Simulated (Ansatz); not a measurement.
# F2H5NOSi2: up Jacob's ladder to CCSD(T)

An exercise on one series of results from a longer session: the logs are not shown, and one member is left open.

Computed with Ansatz 0.2.0, Gaussian basis. Level: functionals in def2-TZVPP, the program's frozen cores in correlated methods.

Levels to be run: LDA (SPW92), PBE-D4, revPBE-D4, BLYP-D4, r2SCAN-D4, B97M-V, PBE0-D4, B3LYP-D4, r2SCANh-D4, r2SCAN0-D4, HSE06-D4, BHLYP-D4, CAM-B3LYP-D4, LC-ωPBE, ωB97X-V, ωB97M-V, B2PLYP, PBE-QIDH; CCSD(T)/def2-SVP; CCSD(T)/def2-TZVPP; MP2/def2-QZVPP; extrapolation to the limit; RPA on PBE.

### The geometry

The geometry comes from an earlier relaxation with PBE0-D4 in a triple-zeta def2 set; it is a stationary point, not always the lowest conformer.

11 atoms, charge 0, spin multiplicity 1.

Atoms are counted from 1 here; the program's logs count them from 0.

Bond lengths: O1–Si2 1.641 Å, O1–H7 0.958 Å, Si2–N3 1.730 Å, Si2–H8 1.477 Å, Si2–H9 1.484 Å, N3–Si4 1.694 Å, N3–H10 1.013 Å, Si4–F5 1.588 Å, Si4–F6 1.587 Å, Si4–H11 1.469 Å. Angles: Si2–O1–H7 118.2°, O1–Si2–N3 113.3°, O1–Si2–H8 103.8°, O1–Si2–H9 112.1°, N3–Si2–H8 110.5°, N3–Si2–H9 105.0°, H8–Si2–H9 112.5°, Si2–N3–Si4 128.9°, Si2–N3–H10 115.3°, Si4–N3–H10 115.9°, N3–Si4–F5 110.6°, N3–Si4–F6 111.7°, N3–Si4–H11 110.8°, F5–Si4–F6 104.4°, F5–Si4–H11 109.7°, F6–Si4–H11 109.4°.

The first run:

in.yaml reads:

```yaml
crystal:
  periodic: [false, false, false]
  atoms:
    - {symbol: O, position_ang: [-0.870482, -2.359448, 0.183106]}
    - {symbol: Si, position_ang: [-0.732687, -0.857576, 0.828836]}
    - {symbol: N, position_ang: [0.639915, 0.015872, 0.241113]}
    - {symbol: Si, position_ang: [0.681059, 1.418697, -0.707298]}
    - {symbol: F, position_ang: [1.589935, 1.199704, -1.991420]}
    - {symbol: F, position_ang: [1.367404, 2.625647, 0.061272]}
    - {symbol: H, position_ang: [-0.973971, -2.436689, -0.766520]}
    - {symbol: H, position_ang: [-0.602598, -1.109005, 2.278720]}
    - {symbol: H, position_ang: [-1.900944, -0.001536, 0.503980]}
    - {symbol: H, position_ang: [1.540601, -0.363120, 0.509019]}
    - {symbol: H, position_ang: [-0.672731, 1.810254, -1.120307]}
basis:
  gaussian: {orbitals: def2-TZVPP}
hamiltonian: {xc: lda}
output: {orbitals: {seedname: orbitals}}
```

Started as:

```bash
$ ansatz run in.yaml --threads 4 --pin off --events-out ev --progress --plain --max-ram 10444MiB
```

Among the steps run: LDA; PBE-D4 (GGA); revPBE-D4 (GGA); BLYP-D4 (GGA); r2SCAN-D4 (meta-GGA); B97M-V (meta-GGA); PBE0-D4 (hybrid); B3LYP-D4 (hybrid); r2SCANh-D4 (hybrid); r2SCAN0-D4 (hybrid); HSE06-D4 (hybrid); BHLYP-D4 (hybrid); CAM-B3LYP-D4 (range-separated); LC-ωPBE (range-separated); ωB97X-V (range-separated); ωB97M-V (range-separated); B2PLYP (double hybrid); PBE-QIDH (double hybrid).

One of the session's tables, all rows but one given; the rest of the session is left out.

It belongs to the step «Orbital energies across the functionals». 

| functional | HOMO (eV) | gap (eV) |
| --- | --- | --- |
| LDA (SPW92) | -7.36 | 6.56 |
| PBE-D4 | -7.17 | 6.59 |
| revPBE-D4 | -7.09 | 6.62 |
| BLYP-D4 | -7.03 | 6.49 |
| r2SCAN-D4 | -7.50 | 7.44 |
| B97M-V | -7.61 | 7.21 |
| PBE0-D4 | ? | ? |
| B3LYP-D4 | -8.37 | 8.34 |
| r2SCANh-D4 | -8.05 | 8.25 |
| r2SCAN0-D4 | -8.87 | 9.46 |
| HSE06-D4 | -8.23 | 8.13 |
| BHLYP-D4 | -10.01 | 10.97 |
| CAM-B3LYP-D4 | -10.07 | 11.17 |
| LC-ωPBE | -11.48 | 13.85 |
| ωB97X-V | -11.10 | 13.28 |
| ωB97M-V | -11.00 | 12.77 |

Estimate the missing values for PBE0-D4.

**Answer.** HOMO (eV): -8.64; gap (eV): 8.91. In the column «HOMO (eV)» it lies between r2SCAN0-D4 (-8.87) and B3LYP-D4 (-8.37).
